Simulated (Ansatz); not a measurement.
Run this with Ansatz 0.2.0 through its Python package and show what comes out.

`opt_c2h5bcl2o.py`:
```python
'''Relax the C2H5BCl2O molecule.'''

import ansatz as az
from ase import Atoms
import numpy as np
import pandas as pd


def main() -> None:
    atoms = Atoms(['C', 'O', 'C', 'B', 'Cl', 'Cl', 'H', 'H', 'H', 'H', 'H'], positions=[
        (0.2712, -1.7808, -0.3582),
        (-0.4406, -0.5022, -0.5234),
        (0.1385, 0.4602, 0.3009),
        (-0.4931, 1.8623, 0.1177),
        (-0.5676, 2.6657, -1.5476),
        (-1.399, 2.6871, 1.5477),
        (1.3171, -1.6614, -0.6721),
        (-0.227, -2.4637, -1.0378),
        (0.146, -2.093, 0.7172),
        (1.2441, 0.6051, 0.0704),
        (0.0757, 0.1637, 1.4058),
    ])
    mol = az.Crystal.molecule_from_ase(atoms)

    job = (
        mol.calculation()
        .basis(gaussian='6-31G*')
        .functional('PBE0')
    )
    symbols = [site.symbol for site in mol.cartesian_sites]
    start = np.array([site.position_ang for site in mol.cartesian_sites], dtype=float)
    def progress(event):
        if event['event'] == 'relax_step':
            row = event['data']
            print(f'step {row["step"]:3d}  E = {row["lagrangian_ev"]:.6f} eV  max force {row["allowed_force_max_ev_ang"]:.4f} eV/A')


    summary = job.relax(force_tolerance=0.02).session().plan().execute(on_event=progress).report
    end = np.array(summary['positions_ang'])

    print(f'E = {summary["free_energy_ev"]:.6f} eV = {summary["free_energy_ev"] / 27.211386246:.7f} Ha')
    print('converged:', summary['converged'], ' doubts:', summary['published_state_doubts'] or 'none')

    print('bond        before    after (A)')
    for i, j in [(0, 1), (0, 6), (0, 7), (0, 8), (1, 2), (2, 3), (2, 9), (2, 10), (3, 4), (3, 5)]:
        d0, d1 = (np.linalg.norm(xyz[i] - xyz[j]) for xyz in (start, end))
        print(f'{symbols[i]}{i}-{symbols[j]}{j}'.ljust(10), f'{d0:8.4f} {d1:8.4f}')

    charges = summary['charge_distribution']
    table = pd.DataFrame({'atom': symbols, 'mulliken': charges['mulliken_charges_e'], 'lowdin': charges['lowdin_charges_e']})
    print(table.round(3).to_string())
    print('dipole (e A):', np.round(charges['dipole_moment_e_ang'], 4) + 0.0)
    with open('c2h5bcl2o_opt.xyz', 'w') as handle:
        handle.write(f'{len(symbols)}\nrelaxed C2H5BCl2O\n')
        handle.writelines(f'{s:2s} {x:11.6f} {y:11.6f} {z:11.6f}\n' for s, (x, y, z) in zip(symbols, end))


if __name__ == '__main__':
    main()
```

```console
$ python opt_c2h5bcl2o.py
step   1  E = -29910.516368 eV  max force 2.0615 eV/A
step   2  E = -29910.875714 eV  max force 1.8409 eV/A
step   3  E = -29911.015246 eV  max force 0.6172 eV/A
step   4  E = -29911.043608 eV  max force 0.3124 eV/A
step   5  E = -29911.076875 eV  max force 0.1935 eV/A
step   6  E = -29911.103758 eV  max force 0.1459 eV/A
step   7  E = -29911.117480 eV  max force 0.3400 eV/A
step   8  E = -29911.132868 eV  max force 0.0348 eV/A
step   9  E = -29911.135080 eV  max force 0.0659 eV/A
step  10  E = -29911.135857 eV  max force 0.1020 eV/A
step  11  E = -29911.132502 eV  max force 0.1449 eV/A
step  12  E = -29911.136933 eV  max force 0.0067 eV/A
E = -29911.136954 eV = -1099.2140086 Ha
converged: True  doubts: none
bond        before    after (A)
C0-O1        1.4727   1.4028
C0-H6        1.0985   1.1018
C0-H7        1.0846   1.0926
C0-H8        1.1268   1.1018
O1-C2        1.3932   1.3986
C2-B3        1.5487   1.5701
C2-H9        1.1386   1.1085
C2-H10       1.1457   1.1081
B3-Cl4       1.8505   1.7399
B3-Cl5       1.8830   1.7565
   atom  mulliken  lowdin
0     C    -0.267  -0.229
1     O    -0.455  -0.120
2     C    -0.175  -0.187
3     B     0.166  -0.603
4    Cl    -0.049   0.282
5    Cl    -0.080   0.243
6     H     0.156   0.102
7     H     0.191   0.120
8     H     0.156   0.101
9     H     0.178   0.146
10    H     0.178   0.146
dipole (e A): [ 0.228  -0.3617  0.213 ]
```

`c2h5bcl2o_opt.xyz`, as written:
```text
11
relaxed C2H5BCl2O
C     0.353365   -1.718086   -0.435592
O    -0.201817   -0.454231   -0.684905
C     0.030594    0.442270    0.363061
B    -0.566810    1.868342    0.089570
Cl   -1.397125    2.268558   -1.386157
Cl   -0.373038    3.094172    1.332577
H     1.447502   -1.665443   -0.316672
H     0.119286   -2.349611   -1.295882
H    -0.070159   -2.177341    0.471971
H     1.114037    0.563091    0.564064
H    -0.390534    0.071277    1.318566
```

Total energies depend on the basis set; only differences at equal settings carry meaning. The end point is the stationary point reached from this start; no frequency run checks that it is a minimum, and the basis set is modest. The Löwdin charges here are taken after orthogonalising the functions within each atom; they differ from plain Löwdin charges, and their signs can be unphysical. It ran for 43 s on 1 thread of AMD EPYC 9R45 (Zen 5), on a shared host, peak memory 0.38 GiB.

(Lines on the test bed's own set-up are left out of the output.)
